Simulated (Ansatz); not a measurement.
**CH₂AlOS+ (SMILES [AlH2][C+]1OS1): one structure at several levels**

One table from this session's results is given with a row withheld; the runs are named, their logs left out.

Method: single points in def2-TZVPP; program: Ansatz 0.2.0, Gaussian basis.

Cores are frozen in the correlated methods.

### Starting geometry

SMILES `[AlH2][C+]1OS1`, 6 atoms, charge 1, spin multiplicity 1.

Atoms are counted from 1 here; the program's logs count them from 0.

Bond lengths: Al1–C2 2.001 Å, Al1–H6 1.476 Å, C2–O3 1.269 Å, C2–S4 1.790 Å. Angles: C2–Al1–H6 139.3°, Al1–C2–O3 145.7°, Al1–C2–S4 130.5°, O3–C2–S4 81.6°.

Geometry (Å):

```xyz
6
charge 1, multiplicity 1
Al   -0.2472    1.1635   -0.0613
C     0.5147   -0.6645    0.2223
O     1.0647   -1.4539    1.0492
S     0.1863   -2.2054   -0.6277
H    -1.5391    0.7994   -1.4674
H    -0.1804    2.5097    0.5410
```

The first run:

run/in.yaml

```yaml
crystal:
  periodic: [false, false, false]
  atoms:
    - {symbol: Al, position_ang: [-0.247200, 1.163500, -0.061300]}
    - {symbol: C, position_ang: [0.514700, -0.664500, 0.222300]}
    - {symbol: O, position_ang: [1.064700, -1.453900, 1.049200]}
    - {symbol: S, position_ang: [0.186300, -2.205400, -0.627700]}
    - {symbol: H, position_ang: [-1.539100, 0.799400, -1.467400]}
    - {symbol: H, position_ang: [-0.180400, 2.509700, 0.541000]}
basis:
  gaussian: {orbitals: def2-TZVPP}
total_charge: 1
correlation: {method: ccsd_t}
output: {forces: true}
```

The command line of these runs was not kept.

Among the steps run: CCSD(T)/def2-TZVPP; PBE0-D4/def2-TZVPP; wB97M-V/def2-TZVPP; r2SCAN-D4/def2-TZVPP; PBE-D4/def2-TZVPP; r2SCAN0-D4/def2-TZVPP; BHLYP-D4/def2-TZVPP.

One table of the session follows, with a row left open; its other results are not shown here.

| method | RMS force component (eV/Å) | angle to CCSD(T) forces (°) |
| --- | --- | --- |
| CCSD(T) | 1.569 | reference |
| PBE0-D4 | 1.811 | 13.5 |
| wB97M-V | 1.886 | 14.5 |
| r2SCAN-D4 | 1.602 | 8.1 |
| PBE-D4 | 1.403 | 9.9 |
| r2SCAN0-D4 | 1.943 | 15.4 |
| BHLYP-D4 | ? | ? |

**Question.** Estimate the row for BHLYP-D4.

**Answer.** RMS force component (eV/Å): 2.117; angle to CCSD(T) forces (°): 21.0. In the column «RMS force component (eV/Å)» it is the highest.
